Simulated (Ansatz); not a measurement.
The system is GdO.

```xyz
2
Lattice="2.8018 0.0000 0.0000 0.0000 2.8018 0.0000 0.0000 0.0000 2.8018" Properties=species:S:1:pos:R:3 pbc="T T T"
Gd    0.0000    0.0000    0.0000
O     1.4009    1.4009    1.4009
```

The cell comes from a database or a generator and needn't be the stable form of this composition.

Base run:

```yaml
Program: Ansatz 0.2.0
Functional: r2SCAN
Potentials_or_basis: Ansatz PAW
Cutoff: 500 eV
Density_cutoff: 2000 eV
k_mesh: 9 × 9 × 9
Occupations: fermi-dirac, width 0.05 eV
Spin: collinear spin, ferromagnetic start
Starting_moments: "[7.0, 0.0] μB"
Hubbard_terms: Gd f U = 6 eV
```

Its results: band gap on the k mesh none (metal or under the smearing width); pressure 53.6 GPa; net moment 7.60 μB per cell; site moments Gd +7.19; O -0.02 μB.

Q: After a change of settings the same cell gave: band gap on the k mesh none (metal or under the smearing width); pressure 52.7 GPa; net moment 7.60 μB per cell; site moments Gd +7.18; O -0.01 μB. Which change was it?
A. functional from r2SCAN to PBE; cutoff from 500 eV to 420 eV; density cutoff from 2000 eV to 1680 eV; hubbard terms from Gd f U = 6 eV to none; hubbard projectors from ortho-atomic (the default) to none
B. hubbard terms from Gd f U = 6 eV to Gd f U = 8 eV
C. hubbard terms from Gd f U = 6 eV to Gd f U = 4 eV

A: C.

Caveats: the magnetic or orbital state may not be the lowest; a pressure of tens of GPa on the cell as given is suspect, and the run, the potentials or the cell itself is likely at fault; spin-orbit coupling is left out, which moves the levels of the heavy elements; a cell with one magnetic atom can't hold antiferromagnetic order, which such compounds often take; the PAW data sets come from PBE, with cores solved anew for the run's functional, which leaves a small shift of forces and pressure.

Not every run made on this cell is shown here.
